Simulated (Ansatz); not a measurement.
# SrNi2As2: the cost of one run

Program: Ansatz 0.2.0, driven from Python. Level of theory: DFT PBEsol, plane waves, PAW. These are calculated values, not measurements.

## 1. Starting point

It takes space group I4/mmm (No. 139, tetragonal). Conventional cell: a = 4.073 Å, b = 4.073 Å, c = 10.991 Å, α = 90.00°, β = 90.00°, γ = 90.00°. Sr (site symmetry 4/mmm) is surrounded by 8 As at 3.29 Å and 8 Ni at 3.42 Å. Ni (site symmetry -4m2) has 4 As at 2.34 Å as nearest neighbours. Around As (site symmetry 4mm) lie 4 Ni at 2.34 Å and 4 Sr at 3.29 Å.

The script holds or builds the structure itself.

## 2. The script

vcrelax_srni2as2.py reads:

```python
import json
import warnings

import ansatz as az
from ase.data import atomic_numbers
import numpy as np
import spglib

SMEARING = "fermi_dirac"
SMEARING_WIDTH = 0.2
FUNCTIONAL = "pbesol"
SCF_TOL = 1e-09
MAX_SCF = 60
FORCE_TOL = 0.01

def edges_and_angles(cell):
    cell = np.asarray(cell)
    a, b, c = np.linalg.norm(cell, axis=1)
    cosines = cell[1] @ cell[2] / (b * c), cell[0] @ cell[2] / (a * c), cell[0] @ cell[1] / (a * b)
    return (a, b, c, *np.degrees(np.arccos(cosines)))

warnings.simplefilter("ignore", az.DeckWarning)

vectors = np.array([
    [-2.03663, 2.03663, 5.4956],
    [2.03663, -2.03663, 5.4956],
    [2.03663, 2.03663, -5.4956],
])
cell = (
    az.Lattice.of(vectors)
    .atom("Sr", [0.0, 0.0, 0.0])
    .atom("Ni", [0.75, 0.25, 0.5])
    .atom("Ni", [0.25, 0.75, 0.5])
    .atom("As", [0.64527, 0.64527, 0.0])
    .atom("As", [0.35473, 0.35473, 0.0])
    .moments(Ni=1.0)
)

calculation = (
    cell.calculation()
    .kpoints(5, center="gamma")
    .basis(24 * az.Ry, xc_grid=3)
    .occupations(SMEARING, width=SMEARING_WIDTH)
    .spin(az.SpinTreatment.COLLINEAR)
    .functional(FUNCTIONAL)
    .scf(tolerance=SCF_TOL, max_iterations=MAX_SCF)
    .pseudopotentials("paw")
    .mixing("broyden", preconditioner="none")
    .relax(force_tolerance=FORCE_TOL, max_steps=100, pressure=5)
)
out = calculation.run(threads=1, backend="cpu", events_out="stream.ndjson")
with open("stream.ndjson") as stream:
    events = [json.loads(line) for line in stream]
steps = [e["data"] for e in events if e["event"] == "relax_step"]
rep = out.report
print("step   energy (eV)     max comp. (eV/A)   P (GPa)  SCF")
for s in steps:
    print(f"{s['step']:4d} {s['lagrangian_ev']:15.5f} {s['allowed_force_max_ev_ang']:12.4f} {s['pressure_gpa']:10.3f} {s['n_scf']:5d}")

first, last = steps[0], steps[-1]
symbols = [site.symbol for site in out.lattice.sites]
print(f"energy gained {first['lagrangian_ev'] - last['lagrangian_ev']:.4f} eV in {len(steps) - 1} steps")
for label, vectors in (("before", first["cell_ang"]), ("after", out.lattice.cell_ang)):
    print(label, "a b c (A) {:.4f} {:.4f} {:.4f}  angles {:.2f} {:.2f} {:.2f}".format(*edges_and_angles(vectors)), f" V = {abs(np.linalg.det(vectors)):.3f} A^3")
print("final stress xx yy zz (GPa, compression positive):", np.round(np.diag(rep["stress_gpa"]), 3) + 0.0)

print("relaxed fractional positions")
for site in out.lattice.sites:
    print(f"  {site.symbol:2s}", " ".join(f"{v % 1:8.5f}" for v in np.round(site.position_frac, 5)))

fractions = [site.position_frac for site in out.lattice.sites]
numbers = [atomic_numbers[s] for s in symbols]
for tolerance in (1e-3, 1e-2, 1e-1):
    print(f"space group at {tolerance} A:", spglib.get_spacegroup((out.lattice.cell_ang, fractions, numbers), symprec=tolerance))

change = np.array(last["positions_ang"]) @ np.linalg.inv(last["cell_ang"]) - np.array(first["positions_ang"]) @ np.linalg.inv(first["cell_ang"])
moved = np.linalg.norm(change @ np.array(last["cell_ang"]), axis=1)
print("displacement within the cell, strain taken out (A):", " ".join(f"{s}:{d:.3f}" for s, d in zip(symbols, moved)))

print("%-22s %14.5f eV" % ("F = E - TS", rep["free_energy_ev"]))
print("%-22s %14.5f eV" % ("E", rep["internal_energy_ev"]))
print("%-22s %14.5f eV" % ("Harris-Foulkes", rep["harris_foulkes_ev"]))
print("%-22s %14.5f eV" % ("Fermi level", rep["fermi_energy_ev"]))

print(f"net moment {rep['magnetization_mub']:.3f} muB, absolute {rep['absolute_magnetization_mub']:.3f} muB")
for index, (site, m) in enumerate(zip(out.lattice.sites, rep["site_moments_mub"])):
    print(f"  {index:2d} {site.symbol:2s} {m:7.3f}")

spg_cell = (out.lattice.cell_ang, [s.position_frac for s in out.lattice.sites], [atomic_numbers[s.symbol] for s in out.lattice.sites])
for tolerance in (1e-5, 1e-3, 1e-1):
    print(f"symprec {tolerance:g} A: {spglib.get_spacegroup(spg_cell, symprec=tolerance)}")
print("operations used by the run:", rep["n_symmetry_ops"])
```

## 3. The input behind the calls

The engine receives this input:

```yaml
crystal:
  lattice:
    - [-2.03663, 2.03663, 5.4956]
    - [2.03663, -2.03663, 5.4956]
    - [2.03663, 2.03663, -5.4956]
  atoms:
    - { symbol: Sr, position: [0.0, 0.0, 0.0] }
    - { symbol: Ni, position: [0.75, 0.25, 0.5] }
    - { symbol: Ni, position: [0.25, 0.75, 0.5] }
    - { symbol: As, position: [0.64527, 0.64527, 0.0] }
    - { symbol: As, position: [0.35473, 0.35473, 0.0] }
basis:
  ecutwfc: 326.536634951856
  xc_grid: 3
kpoints:
  mp_grid:
    grid: [5, 5, 5]
    shift: [0.0, 0.0, 0.0]
hamiltonian:
  xc: pbesol
  pseudopotentials:
    kind: paw
magnetization:
  spin_polarized: true
  per_species:
    Ni: 1.0
scf:
  max_iter: 60
  convergence:
    dr2_threshold: 1.0e-09
  mixing:
    algorithm: broyden
    preconditioner: none
  occupations:
    method: fermi_dirac
    width: 0.2
relax:
  f_tol: 0.01
  max_steps: 100
  cell:
    p_target: 5.0
```

## 4. Launch

Run with:

```
$ python vcrelax_srni2as2.py
```

What time and memory should one allow on 1 thread of Arm Neoverse N1, shared host?

About 4.6 min, with a peak of 0.54 GiB.
